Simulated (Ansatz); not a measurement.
# HF/STO-3G run of InCl2F (SMILES [F][In]([Cl])[Cl])

Aim: the electronic atomisation energy of InCl2F at HF/STO-3G, from 4 runs. 

The results are computed with Ansatz 0.2.0.

38 further runs of the same task are left out: 7 that didn't finish, 31 set aside as unsound or not needed. Runs told in other sessions of the task aren't counted.

### Step 1. The structure to begin with

InCl2F has 4 atoms, charge 0, and is taken as a singlet. As SMILES, `[F][In]([Cl])[Cl]`. Geometry: relaxed at PBE0-D4/def2-TZVP.

Bond lengths: F1–In2 1.926 Å, In2–Cl3 2.285 Å, In2–Cl4 2.285 Å. Angles: F1–In2–Cl3 117.6°, F1–In2–Cl4 117.6°, Cl3–In2–Cl4 124.8°.

### Step 2. A single-point energy at HF/STO-3G

Input file run.yaml:

```yaml
crystal:
  periodic: [false, false, false]
  atoms:
    - {symbol: F, position_ang: [0.230900, 0.992100, 1.678900]}
    - {symbol: In, position_ang: [0.019100, 0.009200, 0.035600]}
    - {symbol: Cl, position_ang: [1.200200, -1.933300, -0.195800]}
    - {symbol: Cl, position_ang: [-1.394700, 0.871700, -1.539000]}
basis:
  gaussian: {orbitals: STO-3G}
magnetization: {spin_polarized: false}
hamiltonian: {xc: hf}
accuracy: high
output: {orbitals: {seedname: orbitals}}
```

Launch:

```bash
$ ansatz run run.yaml --threads 1 --pin off --max-ram 3480MiB --events-out events.jsonl --progress --plain --runs-dir runs
```

The log of the run:

```text
Warning: RAYON_NUM_THREADS=1 ignored (pool sized by the plan → 1); use --threads N
Functional definition: HF
  name "HF"
  exchange = exact_x
  correlation = 0
958 factors; integrals over basis functions are off by at most 5.0e-9 eV
mean field evaluation 1: about -182048.5653 eV, gradient 2.1e1 eV
mean field evaluation 2: about -182048.6142 eV, gradient 2.1e1 eV
mean field evaluation 4: about -182051.3041 eV, gradient 1.4e0 eV
mean field evaluation 8: about -182051.3141 eV, gradient 3.4e-4 eV
mean field -182051.31407160 eV, -6690.2623933187 hartree, gradient 1.7e-8 eV, S^2 0.000000; 0 other end points of the search recorded, 0 dependent functions left out
reference -182051.31407160 eV, -6690.2623933187 hartree; 46, 46 occupied and 4, 4 virtual orbitals, 958 factors
Total energy: -182051.31407160 eV, -6690.2623933187 hartree
```

Run time: 1.9 s. Hardware: 1 thread of Arm Neoverse V2, shared host; peak memory 0.14 GiB.

### Step 3. The Cl atom

Input file job.yaml:

```yaml
crystal:
  periodic: [false, false, false]
  atoms:
    - {symbol: Cl, position_ang: [0.000000, 0.000000, 0.000000]}
basis:
  gaussian:
    orbitals: STO-3G
total_charge: 0
magnetization:
  spin_polarized: true
  initial_magnetization: 1
hamiltonian:
  xc: hf
accuracy: high
```

Run the same way, it converges to -454.54219 Eh (log not shown).

### Step 4. The F atom, same level

Input file run.yaml:

```yaml
crystal:
  periodic: [false, false, false]
  atoms:
    - symbol: F
      position_ang: [0.000000, 0.000000, 0.000000]
basis:
  gaussian:
    orbitals: STO-3G
magnetization:
  spin_polarized: true
  initial_magnetization: 1
hamiltonian:
  xc: hf
accuracy: high
```

Run the same way, it converges to -97.98651 Eh (log not shown).

### Step 5. The In atom at the same level

Input file input.yaml:

```yaml
crystal:
  periodic: [false, false, false]
  atoms:
    - {symbol: In, position_ang: [0.000000, 0.000000, 0.000000]}
basis:
  gaussian: {orbitals: STO-3G}
magnetization: {spin_polarized: true, initial_magnetization: 1}
hamiltonian: {xc: hf}
accuracy: high
```

Run the same way, it converges to -5682.77739 Eh (log not shown).

### Step 6. Results

At HF/STO-3G:

| quantity | value |
| --- | --- |
| molecule: total energy | -6690.26239 Eh |
| molecule: HOMO energy | -9.86 eV |
| molecule: LUMO energy | 4.81 eV |
| molecule: HOMO–LUMO gap | 14.67 eV |
| Cl atom: total energy | -454.54219 Eh |
| Cl atom: ⟨S²⟩ | 0.750 |
| F atom: total energy | -97.98651 Eh |
| F atom: ⟨S²⟩ | 0.750 |
| In atom: total energy | -5682.77739 Eh |
| In atom: ⟨S²⟩ | 0.750 |
| electronic atomisation energy | 11.269 eV |

What this shows: Taking the molecule apart into free atoms costs 11.27 eV (260 kcal/mol), before zero-point energy and without spin-orbit coupling. Hartree–Fock lacks the correlation of the bonding pairs, which as a rule makes this value much too low; in minimal bases other errors can mask that. In a minimal basis such a difference can be off by several eV, whatever the method. Relativity is left out (molecule) although the molecule holds a heavy atom. Relativity is left out (In atom) although the molecule holds a heavy atom.
